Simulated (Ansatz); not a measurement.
Relaxation of a periodic cell of 15 atoms, Si8C7 (host SiC, host structure P6_3mc, one C atom removed), cell charge -2, to a largest force component of 0.03 eV/Å in at most 60 steps.

The calculation used Ansatz 0.2.0, DFT PBE, scalar-relativistic, plane waves, PAW. Settings: PAW set soft_1, cutoff 420 eV, k mesh 2x2x2, gaussian smearing 0.02 eV, no spin polarisation.

```xyz
15
Lattice="-3.0760 -5.3278 0.0000 4.6140 -2.6639 0.0000 0.0000 0.0000 5.0480" Properties=species:S:1:pos:R:3:forces:R:3
Si 1.538 -4.440 0.000 -1.23 0.71 -0.30
Si 0.000 -3.552 2.524 0.08 -0.05 1.63
C 1.538 -4.440 1.893 1.02 -0.59 -0.56
C 1.538 -0.888 4.417 0.54 -0.31 -0.29
Si 0.000 -1.776 0.000 -0.33 -1.87 -0.21
Si 3.076 -3.552 2.524 0.11 -0.61 0.37
C 0.000 -1.776 1.893 0.07 1.12 -0.13
C 3.076 -3.552 4.417 0.00 0.65 -0.18
Si 3.076 -1.776 0.000 -0.27 0.16 -0.21
Si 1.538 -0.888 2.524 -0.58 0.33 0.30
C 3.076 -1.776 1.893 0.07 -0.04 -0.25
Si -1.538 -4.440 0.000 1.45 1.22 -0.21
Si 1.538 -6.216 2.524 0.58 0.21 0.37
C -1.538 -4.440 1.893 -0.94 -0.62 -0.13
C 1.538 -6.216 4.417 -0.57 -0.33 -0.18
```

Q: Where does it end, and by what steps?

A: It converged. Limits of this set-up: coarse k mesh, charged cell in a uniform background, uncorrected. After 5 steps the energy has fallen by 0.870 eV; Si1 moved furthest, 0.24 Å. Joined: Si5–Si12 (3.08 → 2.63 Å).

| step | energy less start (eV) | largest force component (eV/Å) | accepted |
| --- | --- | --- | --- |
| 0 | 0.0000 | 1.866 | yes |
| 1 | -0.5581 | 1.084 | yes |
| 2 | -0.8388 | 0.402 | yes |
| 3 | -0.8677 | 0.117 | yes |
| 4 | -0.8675 | 0.097 | no |
| 5 | -0.8705 | 0.029 | yes |

```xyz
15
Lattice="-3.0760 -5.3278 0.0000 4.6140 -2.6639 0.0000 0.0000 0.0000 5.0480" Properties=species:S:1:pos:R:3
Si 1.359 -4.337 -0.119
Si 0.070 -3.592 2.682
C 1.566 -4.456 1.816
C 1.527 -0.882 4.443
Si -0.063 -1.996 0.007
Si 3.084 -3.578 2.506
C 0.014 -1.780 1.927
C 3.032 -3.559 4.403
Si 3.073 -1.774 -0.018
Si 1.526 -0.881 2.544
C 3.086 -1.782 1.885
Si -1.379 -4.275 0.007
Si 1.565 -6.210 2.506
C -1.527 -4.450 1.927
C 1.523 -6.174 4.403
```

Whether the end is a true minimum wasn't checked by a vibrational analysis.

The run took 17 s on 1 thread of Arm Neoverse V1, with other jobs on the host, peak memory 0.38 GiB.
